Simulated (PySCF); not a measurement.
# [Ce(NH3)6]4+: forces at shaken geometries

How stiff is [Ce(NH3)6]4+? Its atoms are displaced at random by several amounts. The structure is generated, not taken from experiment.

Computed with PySCF 2.14.0. Level: BP86, Ce lcecp-2-SVP with ECP46, N def2-SVP, H def2-SVP; scalar-relativistic core potentials, no spin–orbit coupling.

4 further runs of the same task are left out: 2 for a known fault of the program, 2 that didn't finish.

### Step 1. Starting geometry

25 atoms, charge 4, spin multiplicity 1.

Bond lengths: Ce1–N2 2.537 Å, Ce1–N6 2.537 Å, Ce1–N10 2.536 Å, Ce1–N14 2.536 Å, Ce1–N18 2.536 Å, Ce1–N22 2.536 Å, N2–H3 1.048 Å, N2–H4 1.048 Å, N2–H5 1.048 Å, N6–H7 1.048 Å, N6–H8 1.048 Å, N6–H9 1.048 Å, N10–H11 1.048 Å, N10–H12 1.048 Å, N10–H13 1.048 Å, N14–H15 1.048 Å, N14–H16 1.048 Å, N14–H17 1.048 Å and more. Angles: N2–Ce1–N6 180.0°, N2–Ce1–N10 89.3°, N2–Ce1–N14 88.6°, N2–Ce1–N18 90.7°, N2–Ce1–N22 91.4°, N6–Ce1–N10 90.7°, N6–Ce1–N14 91.4°, N6–Ce1–N18 89.3°, N6–Ce1–N22 88.6°, N10–Ce1–N14 90.0°, N10–Ce1–N18 180.0°, N10–Ce1–N22 90.0°, N14–Ce1–N18 90.0°, N14–Ce1–N22 180.0°, N18–Ce1–N22 90.0°, Ce1–N2–H3 116.4°, Ce1–N2–H4 116.5°, Ce1–N2–H5 116.4° and more.

As a file:

```
Ce    0.00000    0.00000    0.00000
N     0.02681    0.03103    2.53634
H     0.84465    0.50634    2.98758
H    -0.78089    0.50526    3.00663
H     0.03304   -0.90172    3.01454
N    -0.02681   -0.03103   -2.53634
H     0.78089   -0.50526   -3.00663
H    -0.84465   -0.50634   -2.98758
H    -0.03304    0.90172   -3.01454
N     2.53627   -0.00204    0.00590
H     2.99901   -0.47182    0.82071
H     3.00766   -0.46926   -0.80518
H     3.00144    0.93726    0.00843
N    -0.00002    2.53597    0.02948
H     0.37996    2.99047    0.89408
H     0.55089    3.01458   -0.72300
H    -0.93486    3.00125   -0.06193
N    -2.53627    0.00204   -0.00590
H    -3.00766    0.46926    0.80518
H    -2.99901    0.47182   -0.82071
H    -3.00144   -0.93726   -0.00843
N     0.00002   -2.53597   -0.02948
H    -0.55089   -3.01458    0.72300
H    -0.37996   -2.99047   -0.89408
H     0.93486   -3.00125    0.06193
```

Formal oxidation states: Ce +4. The 4f shell is empty and lies in the core potential. An earlier session relaxed this geometry at BP86, Ce lcecp-2-SVP with ECP46, N def2-SVP, H def2-SVP (singlet, point group Ci). Its vibrations showed it to be a saddle point, relaxed within its symmetry.

Its energy there is -376.232666 Eh.

### Step 2. Atoms moved at random, σ = 0.1 Å

File run.py (the lines that set the calculation):

```python
mol = gto.M(atom='''
Ce     0.20482     0.11664     0.01273
N      0.01154     0.04360     2.42720
H      0.84149     0.37966     3.09621
H     -0.65199     0.70894     3.04363
H     -0.10962    -0.89915     2.99414
N      0.06901    -0.03070    -2.60092
H      0.68625    -0.75333    -3.20081
H     -0.74232    -0.34798    -2.89709
H     -0.05462     0.83606    -3.06435
N      2.55355     0.02913    -0.02475
H      3.09906    -0.74197     0.92330
H      2.82521    -0.57651    -0.76184
H      3.04119     1.15611    -0.00486
N     -0.14441     2.49974     0.03335
H      0.25242     3.05106     0.98583
H      0.43830     3.19123    -0.85259
H     -0.94101     3.00717    -0.11080
N     -2.60384    -0.08128     0.09597
H     -2.98740     0.48458     0.81504
H     -2.90663     0.44258    -0.77845
H     -2.99665    -0.96222    -0.03588
N      0.06554    -2.48691     0.00934
H     -0.57801    -3.18891     0.67265
H     -0.39215    -3.03542    -0.86667
H      1.02028    -2.84212     0.08962''',
    basis={'Ce': 'lcecp-2-SVP', 'N': 'def2-SVP', 'H': 'def2-SVP'},
    ecp={'Ce': 'lcecp-2-SVP'},
    charge=4, spin=0)
mf = dft.RKS(mol, xc='B88,P86')
mf.grids.atom_grid = (50, 194)  # f atoms: unpruned, at least (60, 302)
mf = mf.density_fit()  # fitting sets: Ce AutoAux, N def2-universal-JKFIT, H def2-universal-JKFIT
mf.conv_tol = 1e-08; mf.max_cycle = 55
mf.kernel(dm0)  # dm0: the density of the relaxed state
```

The run is started by

```sh
$ OMP_NUM_THREADS=4 python run.py
```

### Step 3. Atoms moved at random, σ = 0.03 Å

File run.py (the lines that set the calculation):

```python
mol = gto.M(atom='''
Ce     0.00385     0.02078     0.04119
N      0.07375    -0.00599     2.51567
H      0.86313     0.54070     3.00309
H     -0.78080     0.50209     3.04062
H      0.07293    -0.90654     2.99190
N     -0.01756    -0.04147    -2.51023
H      0.77480    -0.51228    -2.97513
H     -0.82576    -0.50545    -2.96430
H     -0.09317     0.89683    -3.09080
N      2.48081     0.01951    -0.00333
H      2.98214    -0.47006     0.77434
H      2.97190    -0.48540    -0.77820
H      3.03657     0.92590    -0.01130
N      0.01815     2.55317     0.05676
H      0.39480     3.01598     0.90241
H      0.52565     2.93278    -0.74342
H     -0.93702     3.01482    -0.08163
N     -2.54764    -0.02363    -0.00016
H     -2.99041     0.48665     0.80039
H     -3.03648     0.44759    -0.82228
H     -2.99800    -0.94778    -0.05945
N     -0.01969    -2.53701    -0.04757
H     -0.58239    -2.99530     0.76081
H     -0.32434    -2.94082    -0.87615
H      0.95478    -2.98506     0.07676''',
    basis={'Ce': 'lcecp-2-SVP', 'N': 'def2-SVP', 'H': 'def2-SVP'},
    ecp={'Ce': 'lcecp-2-SVP'},
    charge=4, spin=0)
mf = dft.RKS(mol, xc='B88,P86')
mf.grids.atom_grid = (50, 194)  # f atoms: unpruned, at least (60, 302)
mf = mf.density_fit()  # fitting sets: Ce AutoAux, N def2-universal-JKFIT, H def2-universal-JKFIT
mf.conv_tol = 1e-08; mf.max_cycle = 55
mf.kernel(dm0)  # dm0: the density of the relaxed state
```

### Step 4. Atoms moved at random, σ = 0.15 Å

File run.py (the lines that set the calculation):

```python
mol = gto.M(atom='''
Ce    -0.14332    -0.04783     0.00917
N      0.01941     0.19822     2.52931
H      0.74266     0.17845     3.00221
H     -0.70495     0.63019     3.09411
H     -0.06659    -0.82714     3.06419
N      0.39096    -0.18038    -2.45990
H      0.83297    -0.71678    -3.11885
H     -0.64108    -0.48872    -3.08923
H     -0.24925     0.84016    -2.84381
N      2.52947     0.09038     0.26552
H      2.94499    -0.55861     0.84774
H      3.09913    -0.65242    -0.81803
H      2.95176     1.21360     0.28475
N     -0.03294     2.46623    -0.06080
H      0.30651     3.12003     1.24789
H      0.59008     3.13036    -0.65927
H     -0.78155     3.03865     0.09389
N     -2.42363     0.18217    -0.19265
H     -3.04613     0.54555     0.44765
H     -2.97537     0.46447    -0.97657
H     -2.94277    -0.76878    -0.09909
N      0.00102    -2.59562    -0.25450
H     -0.71100    -3.03135     0.65143
H     -0.42521    -3.25959    -0.99811
H      0.73484    -2.97123     0.03296''',
    basis={'Ce': 'lcecp-2-SVP', 'N': 'def2-SVP', 'H': 'def2-SVP'},
    ecp={'Ce': 'lcecp-2-SVP'},
    charge=4, spin=0)
mf = dft.RKS(mol, xc='B88,P86')
mf.grids.atom_grid = (50, 194)  # f atoms: unpruned, at least (60, 302)
mf = mf.density_fit()  # fitting sets: Ce AutoAux, N def2-universal-JKFIT, H def2-universal-JKFIT
mf.conv_tol = 1e-08; mf.max_cycle = 55
mf.kernel(dm0)  # dm0: the density of the relaxed state
```

What does the calculation give? Wanted: for each run, σ; energy rise; harmonic estimate −½ F·u; largest force component.

As calculated:

| σ (Å) | energy rise (eV) | harmonic estimate −½ F·u (eV) | largest force component (eV/Å) |
| --- | --- | --- | --- |
| 0.1 | 4.871 | 4.449 | 6.69 |
| 0.03 | 0.544 | 0.547 | 4.19 |
| 0.15 | 10.496 | 8.274 | 12.98 |

Every displacement raises the energy. For a harmonic well the rise equals −½ F·u; the two differ by at most 21 % here (a move with σ = 0.15 Å), from anharmonicity, the grid and the small forces left at the relaxed point. The bases are small and lack diffuse functions. Spin–orbit coupling is left out.
